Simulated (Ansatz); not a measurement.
Write a Python script for the Python package of Ansatz (0.2.0) that makes a point defect in a supercell of LuAs, space group Fm-3m. Use (first run): r2SCAN, PAW, the default cutoff (500 eV here), 2×2×2 k-points, cold smearing of 0.15 eV.

```yaml
crystal:
  lattice:
    - [0.00000, 2.83819, 2.83819]
    - [2.83819, 0.00000, 2.83819]
    - [2.83819, 2.83819, 0.00000]
  atoms:
    - { symbol: Lu, position: [0.50000, 0.50000, 0.50000] }
    - { symbol: As, position: [0.00000, 0.00000, 0.00000] }
```

`defect.py`:
```python
'''Point defect (vacancy) in LuAs.'''

import warnings

import ansatz as az
from ase import Atoms
import numpy as np

config = {
    'functional': 'r2SCAN',
    'filling': 'Marzari-Vanderbilt',
    'sigma': 0.15,
}

warnings.simplefilter('ignore', az.DeckWarning)

atoms = Atoms(
    ['Lu', 'As'],
    scaled_positions=[
        (0.5, 0.5, 0.5),
        (0.0, 0.0, 0.0),
    ],
    cell=[
        (0.0, 2.83819, 2.83819),
        (2.83819, 0.0, 2.83819),
        (2.83819, 2.83819, 0.0),
    ],
    pbc=True,
)
structure = az.Crystal.from_ase(atoms)
host = structure.supercell(2, 2, 2)
defective = host.vacancy('Lu', at=(0.5, 0.5, 0.5))

def with_settings(structure):
    return (
        structure.calculation()
        .functional(config['functional'])
        .pseudopotentials('paw')
        .kpoints(2, center='gamma')  # sampling of the Brillouin zone
        .occupations(config['filling'], width=config['sigma'])  # smearing steadies the SCF of a metal
        .band_table()  # levels at the mesh points
    )


perfect = with_settings(host).run(threads=1, backend='cpu').report
setup = with_settings(defective).forces()
outcome = setup.run(threads=1, backend='cpu')
report = outcome.report

n_host, n_defect = len(perfect['lattice']['sites']), len(report['lattice']['sites'])
print(f'perfect cell: {n_host} atoms, F = {perfect["free_energy_ev"]:.4f} eV')
print(f'defect cell:  {n_defect} atoms, F = {report["free_energy_ev"]:.4f} eV')
# chemical potentials are still to be added to this difference
print(f'difference {report["free_energy_ev"] - perfect["free_energy_ev"]:.4f} eV (no chemical potentials)')

pull = np.linalg.norm(report['forces_ev_ang'], axis=1)
for atom in np.argsort(-pull)[:5]:
    print(f'force on {outcome.lattice.sites[atom].symbol}{atom}: {pull[atom]:.3f} eV/A')
```

```console
$ python defect.py
perfect cell: 16 atoms, F = -156893.1350 eV
defect cell:  15 atoms, F = -142143.0043 eV
difference 14750.1307 eV (no chemical potentials)
force on As6: 0.243 eV/A
force on As4: 0.243 eV/A
force on As8: 0.243 eV/A
force on As2: 0.243 eV/A
force on As10: 0.243 eV/A
```

Total energies depend on the potentials; only differences at equal settings carry meaning. A total without «per atom» is that of the whole cell that was run. The atoms stand at ideal sites; relaxing them can change energy and levels by an eV or more. The difference holds no chemical potentials. This cell is a computed structure, which may not be the phase found in nature. The supercell is small, so the defect meets its images and the energies aren't those of an isolated defect; a partly filled defect level may also lower its energy by spin or distortion. For a charged cell the difference holds no correction, alignment or term for the electrons' reservoir. Run time: 65 s on 1 thread of Arm Neoverse V2 (shared host), peak memory 1.7 GiB.
